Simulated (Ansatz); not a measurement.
Geometry optimisation, Ansatz 0.2.0, DFT PBE-D3(BJ), scalar-relativistic, plane waves, PAW.

Input:

```yaml
crystal:
  lattice:
    - [6.928594, 0.0, 0.0]
    - [-4.641669, 6.557118, 0.0]
    - [0.0, 0.0, 17.219185]
  atoms:
    - { symbol: Ba, position: [0.0, 0.0, 0.05807476] }
    - { symbol: Ti, position: [0.49278525, 0.98923056, 0.06042286] }
    - { symbol: O, position: [0.75328395, 0.13172826, 0.13836987] }
    - { symbol: O, position: [0.49776497, 0.75276376, 0.05880218] }
    - { symbol: O, position: [0.25165433, 0.87319576, 0.13890024] }
    - { symbol: Ba, position: [2.0e-08, 0.50000003, 0.05807476] }
    - { symbol: Ti, position: [0.49278523, 0.48923053, 0.06042286] }
    - { symbol: O, position: [0.75328397, 0.6317283, 0.13836987] }
    - { symbol: O, position: [0.49776495, 0.25276373, 0.05880218] }
    - { symbol: O, position: [0.25165431, 0.37319573, 0.13890024] }
    - { symbol: Ba, position: [0.49546818, 0.24688807, 0.22227744] }
    - { symbol: Ti, position: [0.98825338, 0.23611856, 0.22462554] }
    - { symbol: O, position: [0.2487521, 0.37861633, 0.30257255] }
    - { symbol: O, position: [0.99323314, 0.99965183, 0.22300485] }
    - { symbol: O, position: [0.74712247, 0.12008376, 0.30310292] }
    - { symbol: Ba, position: [0.4954682, 0.7468881, 0.22227744] }
    - { symbol: Ti, position: [0.9882534, 0.7361186, 0.22462554] }
    - { symbol: O, position: [0.24875212, 0.87861636, 0.30257255] }
    - { symbol: O, position: [0.99323312, 0.4996518, 0.22300485] }
    - { symbol: O, position: [0.74712249, 0.62008379, 0.30310292] }
    - { symbol: Al, position: [0.7471225, 0.87008381, 0.4053145] }
    - { symbol: Cl, position: [0.24875211, 0.62861635, 0.3931188] }
    - { symbol: Cl, position: [0.97682487, 1.18514994, 0.43496166] }
    - { symbol: Cl, position: [0.38546779, 0.72960629, 0.43496166] }
basis:
  ecutwfc: 420.0
kpoints:
  mp_grid: { grid: [3, 2, 1] }
hamiltonian:
  xc: pbe
  dispersion: d3bj
  pseudopotentials: { kind: paw, azcp: { folder: soft_1 } }
scf:
  occupations: { method: gaussian, width: 0.02 }
  lower_state_search: "off"
relax:
  f_tol: 0.03
  max_steps: 60
  adjacent_minimum: "off"
  constraints: [{ sites: [0, 1, 3, 5, 6, 8] }]
```

Command:

```bash
$ ansatz run input.yaml --threads 4 --pin off --max-ram 10240MiB --backend cpu --events-out ev --progress --plain --runs-dir out
```

Question: Where does it end, and by what steps?

Answer: The forces met the threshold. Limits of this set-up: coarse k mesh, thin slab, slab without dipole correction, a typed lattice constant that wasn't relaxed here. After 30 steps the energy has fallen by 65.924 eV; Cl23 moved furthest, 2.50 Å. The start is strongly strained (largest force component 160 eV/Å), so its close contacts needn't be bonds. Parted: Ba1–Ba11 (3.98 → 6.14 Å), Ti2–Ba11 (3.47 → 5.24 Å), Ti2–Ba16 (3.41 → 5.09 Å), O3–Ba11 (2.84 → 4.32 Å), O3–Ba16 (2.91 → 4.71 Å), O4–Ba16 (2.82 → 4.77 Å). Joined: Ba11–Cl22 (5.14 → 2.97 Å), Ba11–Cl23 (4.95 → 3.01 Å), Ti12–Al21 (3.93 → 3.23 Å), O15–Al21 (2.67 → 1.79 Å), Ti17–Al21 (3.96 → 3.16 Å), O20–Al21 (2.67 → 1.80 Å).

| step | energy less start (eV) | largest force component (eV/Å) | accepted |
| --- | --- | --- | --- |
| 0 | 0.0000 | 159.832 | yes |
| 2 | -51.5632 | 12.514 | yes |
| 4 | -59.3652 | 3.029 | yes |
| 6 | -61.4871 | 1.635 | yes |
| 8 | -62.5009 | 0.782 | yes |
| 10 | -63.3903 | 0.850 | yes |
| 12 | -64.2297 | 1.193 | yes |
| 14 | -64.9459 | 0.773 | yes |
| 16 | -65.2912 | 0.329 | yes |
| 18 | -65.4373 | 0.264 | yes |
| 20 | -65.5799 | 0.193 | yes |
| 22 | -65.7484 | 0.324 | yes |
| 24 | -65.8688 | 0.321 | yes |
| 26 | -65.9158 | 0.163 | yes |
| 28 | -65.9224 | 0.034 | yes |
| 30 | -65.9241 | 0.025 | yes |

```xyz
24
Lattice="6.9286 0.0000 0.0000 -4.6417 6.5571 0.0000 0.0000 0.0000 17.2192" Properties=species:S:1:pos:R:3
Ba 0.000 0.000 1.000
Ti -1.177 6.487 1.040
O 4.639 0.866 1.882
O -0.045 4.936 1.013
O -2.432 5.624 1.951
Ba -2.321 3.279 1.000
Ti 1.143 3.208 1.040
O 2.330 4.117 1.925
O 2.276 1.657 1.013
O -0.144 2.418 1.930
Ba 3.198 2.363 5.675
Ti 6.293 1.918 4.027
O 0.714 2.752 4.685
O 2.489 6.774 3.359
O 5.718 0.921 5.542
Ba -0.359 4.797 5.773
Ti 3.717 5.539 3.958
O -1.931 6.470 4.605
O 4.943 3.333 3.910
O 2.731 5.161 5.518
Al 2.217 6.540 6.549
Cl -2.046 3.524 7.834
Cl 3.745 7.551 7.710
Cl 1.087 5.704 8.236
```

Whether the end is a true minimum wasn't checked by a vibrational analysis.

Run time: 5.2 min on 4 threads of AMD EPYC 7R43 64-Core Processor (Zen 3), with other jobs on the host, peak memory 2 GiB.
